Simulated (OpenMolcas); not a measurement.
# Au⁶⁺ among point charges: CASSCF and CASPT2 levels and susceptibility

How does a field of 6 point charges split the states of Au⁶⁺, and what χT follows?

Method: state-averaged CASSCF and CASPT2, spin-orbit coupling by RASSI with atomic mean-field integrals. Code: OpenMolcas 26.06.

## Step 1: Starting point

```
Species                           : Au⁶⁺ (gold, Z = 79, 73 electrons)
Basis                             : ANO-RCC-VDZP [7s6p4d2f], 59 functions
Scalar Hamiltonian                : DKH2, point nucleus
Inactive shells                   : 1s 2s 2p 3s 3p 3d 4s 4p 4d 4f 5s 5p
Active space                      : 5 electrons in 5 orbitals (5d)
Some configurations of this space : 5d⁵
Orbitals                          : optimised for each spin and parity, averaged over all roots
```

The outer shells:

5d5
```
5d [↑ ][↑ ][↑ ][↑ ][↑ ]
```

The ion sits among 6 point charges of -1.5 e arranged as a tetragonal octahedron (D4h), 2.24 Å from the ion, with the axial distance 2.016 Å.

The work runs as a chain of OpenMolcas steps in one folder; each step below is one input file. Labels, J, g values, rates, χT and fits are worked out afterwards by a script from the matrices that RASSI stores. The input lists half of the charges; inversion (Group=XYZ) makes the rest.

## Step 2: GATEWAY and SEWARD: basis and integrals

a.inp

```
&GATEWAY
Coord
1

Au 0.0 0.0 0.0
Basis=ANO-RCC-VDZP
Group=XYZ
NoMove
AngMom=0.0 0.0 0.0
AMFI
XField
3 Angstrom 0
2.240000 0.000000 0.000000 -1.500000
0.000000 2.240000 0.000000 -1.500000
0.000000 0.000000 2.016000 -1.500000
&SEWARD
```

The run is started by

```bash
OMP_NUM_THREADS=1 MOLCAS_MEM=1689 MOLCAS_PROJECT=a pymolcas a.inp > a.log
```

## Step 3: CASSCF: sextets of even parity, 1 root

a.inp

```
&RASSCF
FileOrb=start.orb
Symmetry=1
Spin=6
nActEl=5 0 0
Inactive=15 19
Ras2=5 0
CIRoot=1 1 1
SDav=1
CIMx=300
Iter=120 100
PrWF=0.3
OrbListing=Nothing
MaxOrb=0
>>> COPY $Project.JobIph JOB001
```

start.orb holds the contracted functions of the basis, ordered by shell, or the orbitals of the step before.

## Step 4: CASSCF: quartets of even parity, 24 roots

a.inp

```
&RASSCF
FileOrb=start.orb
Symmetry=1
Spin=4
nActEl=5 0 0
Inactive=15 19
Ras2=5 0
CIRoot=24 24 1
SDav=24
CIMx=300
Iter=120 100
PrWF=0.3
OrbListing=Nothing
MaxOrb=0
>>> COPY $Project.JobIph JOB002
```

## Step 5: Reference wave functions, doublets of even parity, 75 roots

a.inp

```
&RASSCF
FileOrb=start.orb
Symmetry=1
Spin=2
nActEl=5 0 0
Inactive=15 19
Ras2=5 0
CIRoot=75 75 1
SDav=75
CIMx=300
Iter=120 100
PrWF=0.3
OrbListing=Nothing
MaxOrb=0
>>> COPY $Project.JobIph JOB003
```

## Step 6: State interaction with spin-orbit coupling

a.inp

```
&RASSI
NrOfJobIphs=3 1 24 75
1
1 2 3 4 5 6 7 8 9 10 11 12 13 14 15 16 17 18 19 20 21 22 23 24
1 2 3 4 5 6 7 8 9 10 11 12 13 14 15 16 17 18 19 20 21 22 23 24 25 26 27
28 29 30 31 32 33 34 35 36 37 38 39 40 41 42 43 44 45 46 47 48 49 50 51
52 53 54 55 56 57 58 59 60 61 62 63 64 65 66 67 68 69 70 71 72 73 74 75
IphNames
JOB001
JOB002
JOB003
EJob
SpinOrbit
DIPRint=1.0
SOCoupling=1000.0
Subsets=2
Property=9
'ANGMOM' 1 'ANGMOM' 2 'ANGMOM' 3 'MLTPL  1' 1 'MLTPL  1' 2 'MLTPL  1' 3
'AMFI' 1 'AMFI' 2 'AMFI' 3
SOProperty=3
'ANGMOM' 1 'ANGMOM' 2 'ANGMOM' 3
```

## Step 7: CASPT2: IPEA 0.25, imaginary shift 0.1 (closed shells correlated: 5s 5p)

a.inp

```
>>> COPY JOB001 $Project.JobIph
&CASPT2
Multistate=1 1
Frozen=14 16
IPEA=0.25
Imaginary=0.1
MaxIter=60
WThr=0.0 0.3 0.05
PrWF=0.5
NoMix
>>> COPY JOB002 $Project.JobIph
&CASPT2
Multistate=24 1 2 3 4 5 6 7 8 9 10 11 12 13 14 15 16 17 18 19 20 21 22
23 24
NoMult
Frozen=14 16
IPEA=0.25
Imaginary=0.1
MaxIter=60
WThr=0.0 0.3 0.05
PrWF=0.5
NoMix
>>> COPY JOB003 $Project.JobIph
&CASPT2
Multistate=75 1 2 3 4 5 6 7 8 9 10 11 12 13 14 15 16 17 18 19 20 21 22
23 24 25 26 27 28 29 30 31 32 33 34 35 36 37 38 39 40 41 42 43 44 45 46
47 48 49 50 51 52 53 54 55 56 57 58 59 60 61 62 63 64 65 66 67 68 69 70
71 72 73 74 75
NoMult
Frozen=14 16
IPEA=0.25
Imaginary=0.1
MaxIter=60
WThr=0.0 0.3 0.05
PrWF=0.5
NoMix
```

(Steps that only read results are left out.)

Before running it: what results should come out? Wanted: spin-free ground state; lowest level; next level.

The runs gave:

| quantity | value |
| --- | --- |
| method | SS-CASPT2, IPEA 0.25, imaginary shift 0.1 (closed shells correlated: 5s 5p) |
| spin-free ground state | 6A1, 1-fold in its orbital part |
| lowest level | 2-fold E3/2, g = 2.17, 2.17, 8.28 |
| next level | 149.8 cm⁻¹ |
| χT at 300 K | 3.74 cm³ K/mol |
| effective moment at 300 K | 5.47 μB |

Cost by method:

| method | time of its own steps | time with the reference |
| --- | --- | --- |
| A. CASSCF | 24 s | 24 s |
| B. SS-CASPT2, IPEA 0.25, imaginary shift 0.1, +5s 5p | 7.9 s | 32 s |

Times are of one thread on a shared host.

The spin-free ground state (6A1) comes to 100 % from free-ion S terms and keeps the highest spin of the shell. χT at 300 K is 3.74, against 4.39 cm³ K/mol for the spin alone, so spin-orbit coupling lowers it. An active space of the d shell alone favours high spin; real ions in strong fields can be low spin. The field of point charges can differ much from that of real complexes. With metal d orbitals alone active, the gaps between spin states are rough; where two lie within a few thousand cm-1, their order is open. This is an electrostatic model: the charges have no orbitals.
